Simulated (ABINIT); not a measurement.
# MnPt2 (P-3m1) in ABINIT: optical spectrum with PBE

Aim: the optical spectrum of MnPt2 with PBE.

Program: ABINIT 10.8.3 (patched build). These are calculated values, not measurements. Logs are shortened: lines on timing, memory, paths and dates and some standing lists are left out, and cuts for length are marked. The log counts tension as positive stress, the text compression.

## Step 1: The structure

Symmetry: P-3m1, No. 164, trigonal system. The conventional cell has a = 2.858 Å, b = 2.858 Å, c = 6.533 Å, α = 90.00°, β = 90.00°, γ = 120.00°. Pt (site symmetry 3m) is surrounded by 3 Mn at 2.64 Å and 9 Pt at 2.86 to 2.91 Å. Around Mn (site symmetry -3m) lie 6 Pt at 2.64 Å and 6 Mn at 2.86 Å.

The cell comes from a database or a generator and needn't be the stable form of this composition.

## Step 2: Optical spectrum, PBE, collinear spin, ferromagnetic start

File run.abi:

```
# Datasets
ndtset 3

# Pseudopotentials
pp_dirpath "./"
pseudos "Pt.upf, Mn.upf"

# Structure
acell 3*1.0
rprim
     5.4016015673     0.0000000000     0.0000000000
    -2.7008007837     4.6779241785     0.0000000000
     0.0000000000     0.0000000000    12.3446434680
ntypat 2
znucl 78 25
natom 3
typat 1 1 2
xred
            2/3            1/3   0.3162060000
            1/3            2/3   0.6837940000
            0.0            0.0            0.0

# Plane-wave basis
ecut 46.0

# k points
ngkpt 12 12 4
nshiftk 1
shiftk 0.0 0.0 0.5
istwfk *1

# Exchange and correlation
ixc 11

# Bands and occupations
occopt 3
tsmear 0.2 eV

# Spin
nsppol 2
spinat
     0.0000000000     0.0000000000     0.0000000000
     0.0000000000     0.0000000000     0.0000000000
     0.0000000000     0.0000000000     4.0000000000

# SCF cycle
nstep 80

# Output
iomode 3
prteig 0
prtebands 0

# Dataset 1: ground state
nband1 32
tolvrs1 1.0e-12
prtden1 1
prtwf1 0
kptopt1 1

# Dataset 2: empty bands at fixed density
iscf2 -3
getden2 1
nband2 38
nbdbuf2 4
tolwfr2 1.0e-12
nstep2 120
prtden2 0
kptopt2 1

# Dataset 3: wave functions and velocity matrix elements in the full zone
optdriver3 8
wfk_task3 "wfk_optics_fullbz"
getwfk3 2
nband3 34
kptopt3 1
prtevk3 1
inclvkb3 2
```

File optic.abi:

```
&FILES
 ddkfile_1 = 'runo_DS3_1_EVK.nc',
 ddkfile_2 = 'runo_DS3_2_EVK.nc',
 ddkfile_3 = 'runo_DS3_3_EVK.nc',
 wfkfile = 'runo_DS3_WFK.nc'
/
&PARAMETERS
 broadening = 0.005512,
 domega = 0.002,
 maxomega = 0.8,
 scissor = 0.000000,
 tolerance = 0.002
/
&COMPUTATIONS
 num_lin_comp = 2,
 lin_comp = 11,33,
 num_nonlin_comp = 0
/
```

Potentials or basis: PseudoDojo NC SR PBE v0.4.1 standard.

Started as:

```sh
$ mpirun --bind-to none -np 4 abinit run.abi > log 2>&1
$ optic optic.abi > optic.log 2>&1
```

run.abo:

```text
.Version 10.8.3 of ABINIT
 DATASET    1 : space group P-3 m 1 (#164); Bravais hP (primitive hexag.)
================================================================================
 Values of the parameters that define the memory need for DATASET  1.
     intxc =       0    ionmov =       0      iscf =       7    lmnmax =       8
     lnmax =       8     mgfft =      80  mpssoang =       4    mqgrid =    3769
     natom =       3  nloc_mem =       1    nspden =       2   nspinor =       1
    nsppol =       2      nsym =      12    n1xccc =    2501    ntypat =       2
    occopt =       3   xclevel =       2
       mpw =        4670          nfft =      103680          nkpt =          62
================================================================================
================================================================================
[... 13 lines left out ...]
 DATASET    3 : space group P-3 m 1 (#164); Bravais hP (primitive hexag.)
================================================================================
 Values of the parameters that define the memory need for DATASET  3.
     intxc =       0    ionmov =       0      iscf =       7    lmnmax =       8
     lnmax =       8     mgfft =      80  mpssoang =       4    mqgrid =    3769
     natom =       3  nloc_mem =       1    nspden =       2   nspinor =       1
    nsppol =       2      nsym =      12    n1xccc =    2501    ntypat =       2
    occopt =       3   xclevel =       2
       mpw =        4670          nfft =      103680          nkpt =          62
================================================================================
================================================================================

--------------------------------------------------------------------------------
------------- Echo of variables that govern the present computation ------------
--------------------------------------------------------------------------------
 -outvars: echo values of preprocessed input variables --------
            acell      1.0000000000E+00  1.0000000000E+00  1.0000000000E+00 Bohr
              amu      1.95080000E+02  5.49380500E+01
             ecut      4.60000000E+01 Hartree
           getden1          0
           getden2          1
           getden3          0
           getwfk1          0
           getwfk2          0
           getwfk3          2
             iscf1          7
             iscf2         -3
             iscf3          7
              ixc          11
           jdtset        1    2    3
                       outvar_i_n : Printing only first  50 k-points.
         kptrlatt       12    0    0      0   12    0      0    0    4
          kptrlen      4.93785739E+01
            natom           3
            nband1         32
            nband2         38
            nband3         34
           nbdbuf1          0
           nbdbuf2          4
           nbdbuf3          0
           ndtset           3
            ngfft          36      36      80
             nkpt          62
           nspden           2
           nsppol           2
            nstep1         80
            nstep2        120
            nstep3         80
             nsym          12
           ntypat           2
                       prtocc : prtvol=0, do not print more k-points.
                       1.000000  1.000000  1.000000  1.000000  1.000000  1.000000
                       1.000000  1.000000  1.000000  1.000000  1.000000  1.000000
                       1.000000  1.000000  1.000000  1.000000  1.000000  1.000000
                       1.000000  1.000000  1.000000  1.000000  1.000000  1.000000
                       1.000000  1.000000  0.000000  0.000000  0.000000  0.000000
                       0.000000  0.000000
                       1.000000  1.000000  1.000000  1.000000  1.000000  1.000000
                       1.000000  1.000000  1.000000  1.000000  1.000000  1.000000
                       1.000000  1.000000  1.000000  1.000000  1.000000  1.000000
                       1.000000  1.000000  1.000000  1.000000  1.000000  1.000000
                       1.000000  1.000000  0.000000  0.000000  0.000000  0.000000
                       0.000000  0.000000
                       1.000000  1.000000  1.000000  1.000000  1.000000  1.000000
                       1.000000  1.000000  1.000000  1.000000  1.000000  1.000000
                       1.000000  1.000000  1.000000  1.000000  1.000000  1.000000
                       1.000000  1.000000  1.000000  1.000000  1.000000  1.000000
[... 924 lines left out ...]
                       1.000000  0.000000  0.000000  0.000000  0.000000  0.000000
                       0.000000  0.000000  0.000000  0.000000
                       1.000000  1.000000  1.000000  1.000000  1.000000  1.000000
                       1.000000  1.000000  1.000000  1.000000  1.000000  1.000000
                       1.000000  1.000000  1.000000  1.000000  1.000000  1.000000
                       1.000000  1.000000  1.000000  1.000000  1.000000  1.000000
                       1.000000  0.000000  0.000000  0.000000  0.000000  0.000000
                       0.000000  0.000000  0.000000  0.000000
[... 362 lines left out ...]

 Integrated electronic and magnetization densities in atomic spheres:
 ------------------------------------------------------------------------------------------------------------
 Radius=ratsph(iatom), smearing ratsm=  0.0000. Diff(up-dn)=approximate z local magnetic moment.
    Atom    Radius    up_density   dn_density  Total(up+dn)  Diff(up-dn)
    1 Pt   2.00000     7.353882     7.137500     14.491382     0.216382
    2 Pt   2.00000     7.353882     7.137500     14.491382     0.216382
    3 Mn   2.00000     8.186530     4.676400     12.862930     3.510129
 ------------------------------------------------------------------------------------------------------------
  Sum:                22.894294    18.951401     41.845695     3.942893
 Total magnetization (from the atomic spheres):                3.942893
 Total magnetization (exact up - dn):                          4.252570

================================================================================

 ----iterations are completed or convergence reached----

 Mean square residual over all n,k,spin=   47.820E-14; max=  99.981E-14
 reduced coordinates (array xred) for    3 atoms
       0.666666666667      0.333333333333      0.316206000000
       0.333333333333      0.666666666667      0.683794000000
       0.000000000000      0.000000000000      0.000000000000

 cartesian coordinates (angstrom) at end:
    1      1.42920222491814     0.82515028930499     2.06561695841892
    2     -0.00000000001764     1.65030057860997     4.46688703713753
    3      0.00000000000000     0.00000000000000     0.00000000000000
 length scales=  1.000000000000  1.000000000000  1.000000000000 bohr
              =  0.529177210544  0.529177210544  0.529177210544 angstroms
 Eigenvalues (hartree) for nkpt=  62  k points, SPIN UP:
 kpt#   1, nband= 38, wtk=  0.00347, kpt=  0.0000  0.0000  0.1250 (reduced coord)
  -3.11254   -3.11225   -2.46381   -1.43115   -1.42633   -1.42279   -1.42279   -1.42210
  -1.42210   -1.31939   -1.31771   -1.31771    0.16858    0.24775    0.29221    0.37569
   0.37569    0.38021    0.38452    0.38452    0.39871    0.39871    0.41558    0.44293
   0.44827    0.44827    0.46066    0.46066    0.48496    0.48496    0.83795    0.95499
   1.05105    1.06560    1.14036    1.18753    1.18756    1.22789
      occupation numbers for kpt#   1
   1.00000    1.00000    1.00000    1.00000    1.00000    1.00000    1.00000    1.00000
   1.00000    1.00000    1.00000    1.00000    1.00000    1.00000    1.00000    1.00000
   1.00000    1.00000    1.00000    1.00000    1.00000    1.00000    1.00000    0.99988
   0.99975    0.99975    0.99867    0.99867    0.96493    0.96493    0.00000    0.00000
   0.00000    0.00000    0.00000    0.00000    0.00000    0.00000
 prteigrs : prtvol=0 or 1, do not print more k-points.

 Eigenvalues (hartree) for nkpt=  62  k points, SPIN DOWN:
 kpt#   1, nband= 38, wtk=  0.00347, kpt=  0.0000  0.0000  0.1250 (reduced coord)
  -3.10739   -3.10710   -2.32740   -1.42455   -1.41961   -1.41682   -1.41682   -1.41613
  -1.41613   -1.17665   -1.17205   -1.17205    0.17585    0.25217    0.31774    0.38926
   0.38926    0.38963    0.39151    0.39151    0.43878    0.43878    0.44280    0.47066
   0.47066    0.53538    0.56040    0.56040    0.59164    0.59164    0.85956    0.98111
   1.05617    1.06963    1.14817    1.21148    1.21153    1.23765
      occupation numbers for kpt#   1
   1.00000    1.00000    1.00000    1.00000    1.00000    1.00000    1.00000    1.00000
   1.00000    1.00000    1.00000    1.00000    1.00000    1.00000    1.00000    1.00000
   1.00000    1.00000    1.00000    1.00000    0.99993    0.99993    0.99988    0.99484
   0.99484    0.02805    0.00096    0.00096    0.00001    0.00001    0.00000    0.00000
   0.00000    0.00000    0.00000    0.00000    0.00000    0.00000
 prteigrs : prtvol=0 or 1, do not print more k-points.

--- !EnergyTerms
iteration_state     : {dtset: 2, }
comment             : Components of total free energy in Hartree
kinetic             :  1.22972783597754E+02
hartree             :  6.78638781153145E+01
xc                  : -6.58893719275855E+01
Ewald energy        : -2.66709836943589E+02
psp_core            :  1.13199286079645E+01
local_psp           : -2.48360740493515E+02
non_local_psp       :  8.68269691495733E+00
internal            : -3.70120662128699E+02
'-kT*entropy'       : -1.30159296522842E-02
total_energy        : -3.70133678058351E+02
...

--- !EnergyTermsDC
iteration_state     : {dtset: 2, }
comment             : '"Double-counting" decomposition of free energy'
band_energy         : -3.12811267507020E+01
Ewald energy        : -2.66709836943589E+02
psp_core            :  1.13199286079645E+01
xc_dc               : -8.34496258329963E+01
internal            : -3.70120660919323E+02
'-kT*entropy'       : -1.30159296522842E-02
total_energy_dc     : -3.70133676848975E+02
...

================================================================================
== DATASET  3 ==================================================================

--- !DatasetInfo
iteration_state: {dtset: 3, }
dimensions: {natom: 3, nkpt: 62, mband: 34, nsppol: 2, nspinor: 1, nspden: 2, mpw: 4670, }
cutoff_energies: {ecut:  46.0, pawecutdg:  -1.0, }
electrons: {nelect:   5.10000000E+01, charge:   0.00000000E+00, occopt:   3.00000000E+00, tsmear:   7.34986444E-03, }
meta: {optdriver: 8, wfk_task: 7, }
...

 mkfilename : getwfk/=0, take file _WFK from output of DATASET   2.

 Exchange-correlation functional for the present dataset will be:
  GGA: Perdew-Burke-Ernzerhof functional - ixc=11
  J.P.Perdew, K.Burke, M.Ernzerhof, PRL 77, 3865 (1996)

--------------------------------------------------------------------------------

 Computation of velocity matrix elements (DDK)

 Parameters extracted from the Abinit header:
    ecut:     46.0
    nkpt:    576
    mband:   38
    nsppol:  2
    nspinor: 1
    useylm:  0
    inclvkb: 2
    bmin: 1, bmax: 38
    Computing diagonal and off-diagonal matrix elements
    Between band index bmin: 1, bmax: 38

== END DATASET(S) ==============================================================
================================================================================

 -outvars: echo values of variables after computation  --------
            acell      1.0000000000E+00  1.0000000000E+00  1.0000000000E+00 Bohr
           etotal1    -3.7013367685E+02
           etotal2    -3.7013367685E+02
           etotal3     0.0000000000E+00
            fcart1    -3.3232677255E-29 -9.5934475796E-30  1.5708064077E-03
                       1.6616338627E-29 -3.8373790317E-29 -1.5708064077E-03
                       1.6616338627E-29  4.7967237896E-29 -0.0000000000E+00
            fcart3     0.0000000000E+00  0.0000000000E+00  0.0000000000E+00
                       0.0000000000E+00  0.0000000000E+00  0.0000000000E+00
                       0.0000000000E+00  0.0000000000E+00  0.0000000000E+00
            rprim      5.4016015673E+00  0.0000000000E+00  0.0000000000E+00
                      -2.7008007837E+00  4.6779241785E+00  0.0000000000E+00
                       0.0000000000E+00  0.0000000000E+00  1.2344643468E+01
           strten1     6.8936755829E-05  6.8936754331E-05 -2.3075831741E-05
                       0.0000000000E+00  0.0000000000E+00  3.8862200744E-13
           strten3     0.0000000000E+00  0.0000000000E+00  0.0000000000E+00
                       0.0000000000E+00  0.0000000000E+00  0.0000000000E+00
           xangst      1.4292022249E+00  8.2515028930E-01  2.0656169584E+00
                      -1.7639216368E-11  1.6503005786E+00  4.4668870371E+00
                       0.0000000000E+00  0.0000000000E+00  0.0000000000E+00
             xred      6.6666666667E-01  3.3333333333E-01  3.1620600000E-01
                       3.3333333333E-01  6.6666666667E-01  6.8379400000E-01
                       0.0000000000E+00  0.0000000000E+00  0.0000000000E+00
 Calculation completed.
```

It took 8.4 min on 4 MPI ranks of Arm Neoverse V2, shared host; peak memory 4.6 GiB.

Results:

- Free energy: -10071.8504 eV
- Pressure: -1.1 GPa
- Largest force: 0.081 eV/Å
- Net moment: 4.25 μB per cell
- Site moments: Pt +0.22; Mn +3.51 μB

Forces in eV/Å, atoms in the order of the input:
```
Pt   0.000  0.000  0.081
Pt   0.000  0.000 -0.081
Mn   0.000  0.000  0.000
```

Dielectric function (mean over the directions given):
| energy (eV) | real part | imaginary part |
| --- | --- | --- |
| 0.33 | 45.71 | 86.28 |
| 0.98 | 7.12 | 29.26 |
| 1.63 | 7.39 | 20.42 |
| 2.29 | 4.31 | 17.86 |
| 2.94 | -0.22 | 16.97 |
| 3.70 | -2.62 | 10.66 |
| 4.35 | -1.73 | 7.69 |
| 5.01 | -1.14 | 6.63 |
| 5.66 | -0.42 | 4.97 |
| 6.31 | -0.35 | 5.08 |
| 7.08 | 0.18 | 4.80 |
| 7.73 | -0.51 | 4.46 |
| 8.38 | -0.35 | 3.63 |
| 9.03 | -0.22 | 3.57 |
| 9.69 | -0.39 | 3.53 |
| 10.45 | -0.27 | 2.80 |
| 11.10 | -0.10 | 2.57 |
| 11.76 | -0.01 | 2.58 |
| 12.41 | -0.16 | 2.30 |
| 13.06 | 0.04 | 2.24 |
| 13.82 | 0.05 | 2.16 |
| 14.48 | -0.03 | 2.09 |
| 15.13 | 0.06 | 2.03 |
| 15.78 | 0.04 | 1.99 |
| 16.44 | -0.06 | 1.98 |
| 17.20 | 0.03 | 1.97 |
| 17.85 | 0.05 | 2.21 |
| 18.50 | -0.49 | 2.23 |
| 19.16 | -1.27 | 2.20 |
| 19.92 | -1.21 | 1.29 |

Caveat: the intraband (Drude) term is left out; spectra need much finer meshes, so this one isn't converged; independent-particle spectra lack excitons.
